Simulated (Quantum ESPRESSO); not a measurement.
# HPbNO4 (P1) in Quantum ESPRESSO: reference runs

Aim: a first look at HPbNO4 with PBE, on the cell as given.

Program: Quantum ESPRESSO 7.5. These are calculated values, not measurements. Logs are shortened: lines on timing, memory, paths and dates and some standing lists are left out, and cuts for length are marked.

## 1. The structure

The typed cell holds 14 atoms: a = 4.120 Å, b = 6.427 Å, c = 8.387 Å, α = 67.04°, β = 89.96°, γ = 89.98°.

The cell was built by a generator and needn't be a form met in nature.

## 2. Single point, PBE

The input, pw.in:

```
&CONTROL
  calculation = 'scf'
  prefix = 'pwscf'
  outdir = './tmp'
  pseudo_dir = './pseudo'
  tprnfor = .true.
  tstress = .true.
  disk_io = 'low'
/
&SYSTEM
  ibrav = 0
  celldm(1) = 8
  nat = 14
  ntyp = 4
  ecutwfc = 60
  ecutrho = 480
  nbnd = 57
  occupations = 'smearing'
  smearing = 'fd'
  degauss = 0.00367493
/
&ELECTRONS
  conv_thr = 2.8d-09
  electron_maxstep = 120
  mixing_beta = 0.5
/
ATOMIC_SPECIES
H      1.0080 H.pbe-rrkjus_psl.1.0.0.UPF
Pb   207.2000 Pb.pbe-dn-kjpaw_psl.0.2.2.UPF
N     14.0070 N.pbe-n-radius_5.UPF
O     15.9990 O.pbe-n-kjpaw_psl.0.1.UPF
CELL_PARAMETERS alat
  0.9733034404885  -0.0001913347701  -0.0026456165745
  0.0009543116929   1.5182106928397   0.0126611650350
  0.0065927820173   0.7575604953129   1.8306580102853
ATOMIC_POSITIONS crystal
H      0.9036600000    0.2182100000    0.4885100000
H      0.4033700000    0.7817700000    0.5114200000
Pb     0.3945500000    0.3086300000    0.7072500000
Pb     0.8948900000    0.6913500000    0.2926600000
N      0.6340900000    0.1999000000    0.2073000000
N      0.1338600000    0.8001200000    0.7927500000
O      0.9082900000    0.3286600000    0.5436900000
O      0.5379200000    0.3907600000    0.1949700000
O      0.5348300000    0.1127900000    0.1060200000
O      0.8371800000    0.0888700000    0.3267200000
O      0.4081700000    0.6713200000    0.4562400000
O      0.0377400000    0.6092400000    0.8052000000
O      0.0342900000    0.8873700000    0.8939700000
O      0.3371600000    0.9110100000    0.6733000000
K_POINTS automatic
7 5 4 0 0 0
```

The input, pp_density.in:

```
&INPUTPP
  prefix = 'pwscf'
  outdir = './tmp'
  filplot = 'density.dat'
  plot_num = 0
/
&PLOT
  nfile = 1
  filepp(1) = 'density.dat'
  iflag = 3
  output_format = 6
  fileout = 'density.cube'
/
```

The input, pp_potential.in:

```
&INPUTPP
  prefix = 'pwscf'
  outdir = './tmp'
  filplot = 'potential.dat'
  plot_num = 11
/
&PLOT
  nfile = 1
  filepp(1) = 'potential.dat'
  iflag = 3
  output_format = 6
  fileout = 'potential.cube'
/
```

Potentials or basis: SSSP 1.3 efficiency PBE.

On the command line:

```
$ OMP_NUM_THREADS=1 mpirun -n 8 pw.x -nk 2 -in pw.in > pw.out
$ OMP_NUM_THREADS=1 mpirun -n 1 pp.x -in pp_density.in > pp_density.out
$ OMP_NUM_THREADS=1 mpirun -n 1 pp.x -in pp_potential.in > pp_potential.out
```

pw.out:

```text
This program is part of the open-source Quantum ESPRESSO suite
     for quantum simulation of materials; please cite
         "P. Giannozzi et al., J. Phys.:Condens. Matter 21 395502 (2009);
         "P. Giannozzi et al., J. Phys.:Condens. Matter 29 465901 (2017);
         "P. Giannozzi et al., J. Chem. Phys. 152 154105 (2020);
     in publications or presentations arising from this work. More details at

     file Pb.pbe-dn-kjpaw_psl.0.2.2.UPF: wavefunction(s)  6S renormalized
     file O.pbe-n-kjpaw_psl.0.1.UPF: wavefunction(s)  2P renormalized

     K-points division:     npool     =       2
     Subspace diagonalization in iterative solution of the eigenvalue problem:
     a serial algorithm will be used

     --------------------
     sticks:   dense  smooth     PW     G-vecs:    dense   smooth      PW
     Min         903     450    126                61298    21666    3261
     Max         904     452    127                61299    21669    3265
     Sum        3615    1805    507               245195    86671   13053

     Using Slab Decomposition

     bravais-lattice index     =            0
     lattice parameter (alat)  =       8.0000  a.u.
     unit-cell volume          =    1380.2575 (a.u.)^3
     number of atoms/cell      =           14
     number of atomic types    =            4
     number of electrons       =        88.00
     number of Kohn-Sham states=           57
     kinetic-energy cutoff     =      60.0000  Ry
     charge density cutoff     =     480.0000  Ry
     scf convergence threshold =      2.8E-09
     mixing beta               =       0.5000
     number of iterations used =            8  plain     mixing
     Exchange-correlation= SLA  PW   PBX  PBC
                           (   1   4   3   4   0   0   0)

     celldm(1)=   8.000000  celldm(2)=   0.000000  celldm(3)=   0.000000
     celldm(4)=   0.000000  celldm(5)=   0.000000  celldm(6)=   0.000000

     crystal axes: (cart. coord. in units of alat)
               a(1) = (   0.973303  -0.000191  -0.002646 )
               a(2) = (   0.000954   1.518211   0.012661 )
               a(3) = (   0.006593   0.757560   1.830658 )

     reciprocal axes: (cart. coord. in units 2 pi/alat)
               b(1) = (  1.027419 -0.000617 -0.003445 )
               b(2) = ( -0.000614  0.660951 -0.273512 )
               b(3) = (  0.001489 -0.004572  0.548138 )

     PseudoPot. # 1 for H  read from file:
     H.pbe-rrkjus_psl.1.0.0.UPF
     Pseudo is Ultrasoft, Zval =  1.0
     Generated using "atomic" code by A. Dal Corso  v.5.1
     Using radial grid of  929 points,  2 beta functions with:
                l(1) =   0
                l(2) =   0
     Q(r) pseudized with 0 coefficients

     PseudoPot. # 2 for Pb read from file:
     Pb.pbe-dn-kjpaw_psl.0.2.2.UPF
     Pseudo is Projector augmented-wave + core cor, Zval = 14.0
     Generated using "atomic" code by A. Dal Corso  v.5.0.99 svn rev. 10869
     Shape of augmentation charge: PSQ
     Using radial grid of 1281 points,  6 beta functions with:
                l(1) =   0
                l(2) =   0
                l(3) =   1
                l(4) =   1
                l(5) =   2
                l(6) =   2
     Q(r) pseudized with 0 coefficients

     PseudoPot. # 3 for N  read from file:
     N.pbe-n-radius_5.UPF
     Pseudo is Ultrasoft + core correction, Zval =  5.0
     Generated using "atomic" code by A. Dal Corso  v.5.1
     Using radial grid of 1085 points,  4 beta functions with:
                l(1) =   0
                l(2) =   0
                l(3) =   1
                l(4) =   1
     Q(r) pseudized with 0 coefficients

     PseudoPot. # 4 for O  read from file:
     O.pbe-n-kjpaw_psl.0.1.UPF
     Pseudo is Projector augmented-wave + core cor, Zval =  6.0
     Generated using "atomic" code by A. Dal Corso  v.5.0.99 svn rev. 10869
     Shape of augmentation charge: BESSEL
     Using radial grid of 1095 points,  4 beta functions with:
                l(1) =   0
                l(2) =   0
                l(3) =   1
                l(4) =   1
     Q(r) pseudized with 0 coefficients

     atomic species   valence    mass     pseudopotential
     H                 1.00     1.00800     H ( 1.00)
     Pb               14.00   207.20000     Pb( 1.00)
     N                 5.00    14.00700     N ( 1.00)
     O                 6.00    15.99900     O ( 1.00)

     No symmetry found

   Cartesian axes

     site n.     atom                  positions (alat units)
         1        H      tau(   1) = (   0.8829643   0.7011917   0.8946668  )
         2        H      tau(   2) = (   0.3967191   1.5742460   0.9450661  )
         3        Pb     tau(   3) = (   0.3889741   1.0042745   1.2975967  )
         4        Pb     tau(   4) = (   0.8735887   1.2711514   0.5421461  )
         5        N      tau(   5) = (   0.6187194   0.4604113   0.3803488  )
         6        N      tau(   6) = (   0.1362764   1.8152812   1.4610304  )
         7        O      tau(   7) = (   0.8879399   0.9106794   0.9970687  )
         8        O      tau(   8) = (   0.5252177   0.7408547   0.3604477  )
         9        O      tau(   9) = (   0.5213585   0.2514532   0.1940995  )
        10        O      tau(  10) = (   0.8170690   0.3822734   0.5970229  )
        11        O      tau(  11) = (   0.4009218   1.3647565   0.8426392  )
        12        O      tau(  12) = (   0.0426224   1.5349352   1.4816597  )
        13        O      tau(  13) = (   0.0401152   2.0244444   1.6476978  )
        14        O      tau(  14) = (   0.3334673   1.8931061   1.2432245  )

     number of k points=    71  Fermi-Dirac smearing, width (Ry)=  0.0037
                       cart. coord. in units 2pi/alat
        k(    1) = (   0.0000000   0.0000000   0.0000000), wk =   0.0142857
        k(    2) = (   0.0003723  -0.0011430   0.1370346), wk =   0.0285714
        k(    3) = (  -0.0007445   0.0022861  -0.2740692), wk =   0.0142857
        k(    4) = (  -0.0001227   0.1321903  -0.0547024), wk =   0.0285714
        k(    5) = (   0.0002496   0.1310473   0.0823322), wk =   0.0285714
        k(    6) = (  -0.0008672   0.1344764  -0.3287715), wk =   0.0285714
[... 63 lines left out ...]
        k(   70) = (   0.4397008  -0.1301687  -0.2208431), wk =   0.0285714
        k(   71) = (   0.4400730  -0.1313117  -0.0838085), wk =   0.0285714

     Dense  grid:   245195 G-vectors     FFT dimensions: (  60,  90, 120)

     Smooth grid:    86671 G-vectors     FFT dimensions: (  40,  60,  80)

     Initial potential from superposition of free atoms

     starting charge      87.9952, renormalised to      88.0000
     Starting wfcs are   60 randomized atomic wfcs
     Checking if some PAW data can be deallocated...

     Self-consistent Calculation

     iteration #  1     ecut=    60.00 Ry     beta= 0.50
     Davidson diagonalization with overlap
     ethr =  1.00E-02,  avg # of iterations =  7.2

     total energy              =   -2115.83148457 Ry
     estimated scf accuracy    <       2.57245165 Ry

     iteration #  2     ecut=    60.00 Ry     beta= 0.50
     Davidson diagonalization with overlap
     ethr =  2.92E-03,  avg # of iterations =  4.4

     total energy              =   -2116.49513205 Ry
     estimated scf accuracy    <       1.49141738 Ry

     iteration #  3     ecut=    60.00 Ry     beta= 0.50
     Davidson diagonalization with overlap
     ethr =  1.69E-03,  avg # of iterations =  2.0

     total energy              =   -2116.77059809 Ry
     estimated scf accuracy    <       0.12443370 Ry

     iteration #  4     ecut=    60.00 Ry     beta= 0.50
     Davidson diagonalization with overlap
     ethr =  1.41E-04,  avg # of iterations =  8.5

     total energy              =   -2116.81300426 Ry
     estimated scf accuracy    <       0.03222530 Ry

     iteration #  5     ecut=    60.00 Ry     beta= 0.50
     Davidson diagonalization with overlap
     ethr =  3.66E-05,  avg # of iterations =  7.4
[... 36 lines left out ...]
     total energy              =   -2116.82313215 Ry
     estimated scf accuracy    <       0.00000317 Ry

     iteration # 11     ecut=    60.00 Ry     beta= 0.50
     Davidson diagonalization with overlap
     ethr =  3.60E-09,  avg # of iterations =  2.0

     total energy              =   -2116.82313263 Ry
     estimated scf accuracy    <       0.00000011 Ry

     iteration # 12     ecut=    60.00 Ry     beta= 0.50
     Davidson diagonalization with overlap
     ethr =  1.29E-10,  avg # of iterations =  8.2

     total energy              =   -2116.82313286 Ry
     estimated scf accuracy    <       0.00000004 Ry

     iteration # 13     ecut=    60.00 Ry     beta= 0.50
     Davidson diagonalization with overlap
     ethr =  4.45E-11,  avg # of iterations =  2.2

     End of self-consistent calculation

          k = 0.0000 0.0000 0.0000 ( 10877 PWs)   bands (ev):

   -22.5950 -22.5814 -17.2589 -17.2490 -16.9546 -16.9087 -15.1137 -14.8705
   -12.2161 -12.2054 -12.1977 -12.1871 -12.1720 -12.1641 -12.1608 -12.1516
   -12.1060 -11.8984  -6.7468  -6.5483  -4.8575  -4.5220  -4.4603  -4.4349
    -4.1871  -4.1324  -3.4059  -3.2767  -1.6160  -0.6441  -0.1480   0.3044
     0.6449   0.9906   1.0964   1.1382   1.2020   1.3093   1.3223   1.4795
     1.6314   2.6249   2.7084   2.7489   6.2798   6.4535   7.4614   7.6555
     8.7676   8.9857   9.1653   9.7919  10.0555  11.4499  11.8102  12.4974
    13.2247

          k = 0.0004-0.0011 0.1370 ( 10843 PWs)   bands (ev):

   -22.5932 -22.5832 -17.2596 -17.2483 -16.9501 -16.9134 -15.1130 -14.8704
   -12.2168 -12.2053 -12.1978 -12.1865 -12.1713 -12.1642 -12.1608 -12.1518
   -12.1061 -11.8983  -6.7673  -6.5424  -4.8469  -4.5282  -4.5150  -4.3764
    -4.1760  -4.1205  -3.3766  -3.2687  -1.6375  -0.7739  -0.1330   0.3128
     0.6035   0.9610   1.0545   1.2264   1.2621   1.3507   1.3568   1.4948
     1.6345   2.5666   2.6241   2.8445   6.3379   6.4673   7.4378   7.5785
     8.4500   8.9892   9.3743   9.9752  10.1602  11.3270  11.9821  12.4530
    13.1444

          k =-0.0007 0.0023-0.2741 ( 10804 PWs)   bands (ev):

   -22.5901 -22.5863 -17.2603 -17.2476 -16.9441 -16.9198 -15.1123 -14.8704
   -12.2174 -12.2051 -12.1979 -12.1859 -12.1706 -12.1643 -12.1608 -12.1521
   -12.1062 -11.8983  -6.7858  -6.5384  -4.8354  -4.5580  -4.5107  -4.3578
    -4.1633  -4.1089  -3.3143  -3.2892  -1.6591  -0.8976  -0.1083   0.3212
     0.5612   0.9811   0.9898   1.2472   1.2521   1.3590   1.4692   1.5541
     1.6587   2.4759   2.6147   2.8800   6.4331   6.4556   7.4148   7.4802
     8.2943   8.9778   9.4044  10.0839  10.4901  11.0852  12.2642  12.3694
    13.1599
[... 729 lines left out ...]
   -22.5719 -22.5705 -17.2495 -17.2464 -16.9617 -16.9552 -15.0099 -14.9559
   -12.2017 -12.1951 -12.1863 -12.1787 -12.1728 -12.1653 -12.1160 -12.1133
   -11.9786 -11.9195  -6.5816  -6.5379  -4.7851  -4.7613  -4.5246  -4.4480
    -4.2328  -4.1826  -3.4466  -3.3823  -2.1558  -1.9134   0.2452   0.3997
     0.7788   0.8498   1.1119   1.1725   1.2647   1.3449   1.5943   1.6691
     2.1830   2.2281   2.7745   2.8434   6.2396   6.3168   7.4421   7.5693
     8.5690   8.7618   9.3205   9.4961  11.2101  11.4765  12.6190  12.7409
    12.9132

          k = 0.4401-0.1313-0.0838 ( 10825 PWs)   bands (ev):

   -22.5725 -22.5699 -17.2493 -17.2467 -16.9631 -16.9539 -15.0097 -14.9557
   -12.2019 -12.1953 -12.1861 -12.1783 -12.1734 -12.1660 -12.1163 -12.1134
   -11.9783 -11.9192  -6.5873  -6.5344  -4.7774  -4.7545  -4.5174  -4.4612
    -4.2321  -4.1900  -3.4260  -3.3860  -2.1814  -1.9245   0.2409   0.4018
     0.8032   0.8434   1.0972   1.1803   1.2791   1.3514   1.6592   1.6932
     2.1582   2.2202   2.7421   2.8027   6.2052   6.2939   7.4947   7.6341
     8.5618   8.7955   9.1715   9.4573  11.2370  11.6550  12.5061  12.6328
    13.1702

     the Fermi energy is     4.6407 ev

!    total energy              =   -2116.82313286 Ry
     estimated scf accuracy    <          2.4E-09 Ry
     smearing contrib. (-TS)   =      -0.00000000 Ry
     internal energy E=F+TS    =   -2116.82313286 Ry

     The total energy is F=E-TS. E is the sum of the following terms:
     one-electron contribution =    -282.10814505 Ry
     hartree contribution      =     191.32580106 Ry
     xc contribution           =    -160.01888653 Ry
     ewald contribution        =    -332.96329932 Ry
     one-center paw contrib.   =   -1533.05860303 Ry

     convergence has been achieved in  13 iterations

     Forces acting on atoms (cartesian axes, Ry/au):

     atom    1 type  1   force =    -0.00002606   -0.00110186   -0.00050646
     atom    2 type  1   force =    -0.00000234    0.00111480    0.00052311
     atom    3 type  2   force =     0.00042387   -0.00001888    0.00152946
     atom    4 type  2   force =     0.00040562    0.00002587   -0.00151899
     atom    5 type  3   force =     0.00022243    0.00018678    0.00032969
     atom    6 type  3   force =     0.00012493   -0.00025445   -0.00025647
     atom    7 type  4   force =    -0.00032336   -0.00000401    0.00019334
     atom    8 type  4   force =    -0.00024068    0.00106381    0.00000513
     atom    9 type  4   force =    -0.00033431   -0.00107523   -0.00086841
     atom   10 type  4   force =     0.00028357    0.00016342    0.00037512
     atom   11 type  4   force =    -0.00032367   -0.00001814   -0.00022082
     atom   12 type  4   force =    -0.00021544   -0.00101514   -0.00001874
     atom   13 type  4   force =    -0.00029974    0.00107455    0.00085400
     atom   14 type  4   force =     0.00030519   -0.00014151   -0.00041997

     Total force =     0.003926     Total SCF correction =     0.000102

     Computing stress (Cartesian axis) and pressure

          total   stress  (Ry/bohr**3)                   (kbar)     P=       -1.89
  -0.00001515  -0.00000006  -0.00000020           -2.23       -0.01       -0.03
  -0.00000006  -0.00000991   0.00000053           -0.01       -1.46        0.08
  -0.00000020   0.00000053  -0.00001347           -0.03        0.08       -1.98

=------------------------------------------------------------------------------=
   JOB DONE.
=------------------------------------------------------------------------------=
```

It took 2.8 min on 8 MPI ranks of Intel Xeon Platinum 8488C (Sapphire Rapids), shared host; peak memory 2.2 GiB.

Results:

* Free energy: -28800.8459 eV
* Pressure: -0.2 GPa
* Largest force: 0.041 eV/Å
* Band gap on the k mesh: 3.28 eV, indirect (least direct gap 3.37 eV)

Forces in eV/Å, atoms in the order of the input:
```
H   -0.001 -0.028 -0.013
H    0.000  0.029  0.013
Pb   0.011  0.000  0.039
Pb   0.010  0.001 -0.039
N    0.006  0.005  0.008
N    0.003 -0.007 -0.007
O   -0.008  0.000  0.005
O   -0.006  0.027  0.000
O   -0.009 -0.028 -0.022
O    0.007  0.004  0.010
O   -0.008  0.000 -0.006
O   -0.006 -0.026  0.000
O   -0.008  0.028  0.022
O    0.008 -0.004 -0.011
```

Caveat: spin-orbit coupling is left out, which as a rule narrows the gap of such compounds by several tenths of an eV; an odd mesh through Γ misses points on the zone boundary, where band edges often lie.
